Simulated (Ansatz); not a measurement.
Ta3Cu:

```xyz
4
Lattice="-2.0065 2.0065 4.2082 2.0065 -2.0065 4.2082 2.0065 2.0065 -4.2082" Properties=species:S:1:pos:R:3 pbc="T T T"
Ta    0.0000    0.0000    4.2082
Ta    2.0065    0.0000    2.1041
Ta    0.0000    2.0065    2.1041
Cu    0.0000    0.0000    0.0000
```

The cell comes from a database or a generator and needn't be the stable form of this composition.

Base run:

| Quantity | Value |
| --- | --- |
| Program | Ansatz 0.2.0 |
| Functional | LDA |
| Potentials or basis | all-electron LAPW, scalar-relativistic |
| Cutoff | 246 eV |
| Density cutoff | 985 eV |
| Basis error allowed | 0.002 eV/atom |
| k mesh | 9 × 9 × 9 |
| Occupations | fermi-dirac, width 0.05 eV |
| Spin | no spin polarisation |

Its results: pressure -11.3 GPa.

Task: After a change of settings the same cell gave: pressure 0.5 GPa. Which change was it?
A. functional from LDA to PBE
B. functional from LDA to PBEsol
C. functional from LDA to PBEsol; basis error allowed from 0.002 eV/atom to 0.001 eV/atom
D. functional from LDA to PBEsol; k mesh from 9 × 9 × 9 to 7 × 7 × 7

Result: A.

PBE binds less tightly than LDA, so the same cell stands under more pressure.

Not every run made on this cell is shown here.
